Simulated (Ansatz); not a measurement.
**revPBE/STO-3G run of SiH4S (Si(SH)H3)**

Aim: the electronic atomisation energy of SiH4S (Si(SH)H3) at revPBE/STO-3G, from 4 runs. 

Program for the calculation: Ansatz 0.2.0.

54 further runs of the same task are left out: 54 set aside as unsound or not needed.

### Step 1. The molecule

The species is SiH4S (6 atoms), meant as a singlet with charge 0. As SMILES, `[H][Si]([H])([H])S`. The coordinates come from a GFN2-xTB relaxation.

Bond lengths: Si1–S2 2.147 Å, S2–H3 1.325 Å, Si1–H4 1.452 Å, Si1–H5 1.457 Å, Si1–H6 1.458 Å. Angles: Si1–S2–H3 97.0°, S2–Si1–H4 103.2°, S2–Si1–H5 107.7°, S2–Si1–H6 107.7°, H4–Si1–H5 113.2°, H4–Si1–H6 113.1°, H5–Si1–H6 111.3°.

### Step 2. The energy at revPBE/STO-3G

File job.yaml:

```yaml
basis:
  gaussian:
    orbitals: STO-3G
crystal:
  periodic: [false, false, false]
  atoms:
    - {symbol: Si, position_ang: [0.201210, -0.014540, -0.544580]}
    - {symbol: S, position_ang: [0.253720, 0.019820, 1.601470]}
    - {symbol: H, position_ang: [-1.056810, 0.059910, 1.795240]}
    - {symbol: H, position_ang: [1.606010, -0.020690, -0.909950]}
    - {symbol: H, position_ang: [-0.503230, 1.180600, -0.990160]}
    - {symbol: H, position_ang: [-0.500900, -1.225100, -0.952020]}
hamiltonian:
  xc: {name: revPBE}
accuracy: high
```

Launch:

```console
$ ansatz run job.yaml --threads 1 --pin off --max-ram 2610MiB --events-out events.jsonl --progress --plain --runs-dir runs
```

What it wrote:

```text
Warning: RAYON_NUM_THREADS=1 ignored (pool sized by the plan → 1); use --threads N
Functional definition: revPBE
  name "revPBE"
  parameter kappa = 1.245
  parameter beta = 0.06672455060314922
  exchange = pbe_x(kappa = kappa, mu = beta*pi^2/3)
  correlation = pbe_c(beta = beta)
388 factors; integrals over basis functions are off by at most 9.1e-9 eV
mean field evaluation 1: about -18561.9697 eV, gradient 1.8e1 eV
mean field evaluation 2: about -18561.8239 eV, gradient 1.8e1 eV
mean field evaluation 4: about -18563.0698 eV, gradient 3.5e-1 eV
mean field evaluation 8: about -18563.0144 eV, gradient 2.5e-3 eV
mean field evaluation 16: about -18563.0144 eV, gradient 5.0e-8 eV
mean field -18563.01441288 eV, -682.1781972102 hartree, gradient 5.0e-8 eV, S^2 0.000000; 0 other end points of the search recorded, 0 dependent functions left out
reference -18563.01441517 eV, -682.1781972945 hartree; 17, 17 occupied and 5, 5 virtual orbitals, 388 factors
Total energy: -18563.01441517 eV, -682.1781972945 hartree
```

It took 1.3 s on 1 thread of Arm Neoverse V1, shared host; peak memory 0.099 GiB.

### Step 3. The H atom

File input.yaml:

```yaml
crystal:
  periodic: [false, false, false]
  atoms:
    - symbol: H
      position_ang: [0.000000, 0.000000, 0.000000]
basis:
  gaussian:
    orbitals: STO-3G
magnetization:
  spin_polarized: true
  initial_magnetization: 1
hamiltonian:
  xc: {name: revPBE}
accuracy: high
```

Launch:

```console
$ ansatz run input.yaml --threads 1 --pin off --max-ram 2610MiB --events-out events.jsonl --progress --plain --runs-dir runs
```

What it wrote:

```text
Warning: RAYON_NUM_THREADS=1 ignored (pool sized by the plan → 1); use --threads N
Functional definition: revPBE
  name "revPBE"
  parameter kappa = 1.245
  parameter beta = 0.06672455060314922
  exchange = pbe_x(kappa = kappa, mu = beta*pi^2/3)
  correlation = pbe_c(beta = beta)
1 factors; integrals over basis functions are off by at most 4.6e-10 eV
mean field evaluation 1: about -12.7921 eV, gradient 0.0e0 eV
mean field evaluation 2: about -12.7921 eV, gradient 0.0e0 eV
mean field -12.79208501 eV, -0.4701004535 hartree, gradient 0.0e0 eV, S^2 0.750000; 0 other end points of the search recorded, 0 dependent functions left out
reference -12.79208638 eV, -0.4701005037 hartree; 1, 0 occupied and 0, 1 virtual orbitals, 1 factors
Total energy: -12.79208638 eV, -0.4701005037 hartree
```

It took 0.08 s on 1 thread of Arm Neoverse V1, shared host.

### Step 4. The S atom at the same level

File in.yaml:

```yaml
crystal:
  periodic: [false, false, false]
  atoms:
    - symbol: S
      position_ang: [0.000000, 0.000000, 0.000000]
basis:
  gaussian:
    orbitals: STO-3G
magnetization:
  spin_polarized: true
  initial_magnetization: 2
hamiltonian:
  xc: {name: revPBE}
accuracy: high
```

Run the same way, it converges to -393.59399 Eh (log not shown).

### Step 5. The Si atom, same level

File input.yaml:

```yaml
crystal:
  periodic: [false, false, false]
  atoms:
    - symbol: Si
      position_ang: [0.000000, 0.000000, 0.000000]
basis:
  gaussian: {orbitals: STO-3G}
hamiltonian: {xc: {name: revPBE}}
accuracy: high
magnetization: {spin_polarized: true, initial_magnetization: 2}
```

Launch:

```console
$ ansatz run input.yaml --threads 1 --pin off --max-ram 2610MiB --events-out events.jsonl --progress --plain --runs-dir runs
```

What it wrote:

```text
Warning: RAYON_NUM_THREADS=1 ignored (pool sized by the plan → 1); use --threads N
Functional definition: revPBE
  name "revPBE"
  parameter kappa = 1.245
  parameter beta = 0.06672455060314922
  exchange = pbe_x(kappa = kappa, mu = beta*pi^2/3)
  correlation = pbe_c(beta = beta)
42 factors; integrals over basis functions are off by at most 2.5e-9 eV
mean field evaluation 1: about -7778.9867 eV, gradient 6.2e-1 eV
mean field evaluation 2: about -7778.9877 eV, gradient 6.6e-2 eV
mean field evaluation 4: about -7778.9870 eV, gradient 1.2e-3 eV
mean field evaluation 8: about -7778.9870 eV, gradient 3.3e-10 eV
mean field evaluation 16: about -7778.9869 eV, gradient 3.3e-4 eV
mean field -7778.98701514 eV, -285.8725000196 hartree, gradient 2.1e-10 eV, S^2 2.000001; 1 other end points of the search recorded, 0 dependent functions left out
reference -7778.98701697 eV, -285.8725000870 hartree; 8, 6 occupied and 1, 3 virtual orbitals, 42 factors
Total energy: -7778.98701697 eV, -285.8725000870 hartree
```

Wall time 0.48 s (1 thread of Arm Neoverse V1, shared host).

### Step 6. Results

At revPBE/STO-3G:

```
                     quantity          value
       molecule: total energy  -682.17820 Eh
         H atom: total energy    -0.47010 Eh
                 H atom: ⟨S²⟩          0.750
         S atom: total energy  -393.59399 Eh
                 S atom: ⟨S²⟩          2.000
        Si atom: total energy  -285.87250 Eh
                Si atom: ⟨S²⟩          2.000
electronic atomisation energy      22.621 eV
```

Taking the molecule apart into free atoms costs 22.62 eV (522 kcal/mol), before zero-point energy and without spin-orbit coupling. In a minimal basis such a difference can be off by several eV, whatever the method.
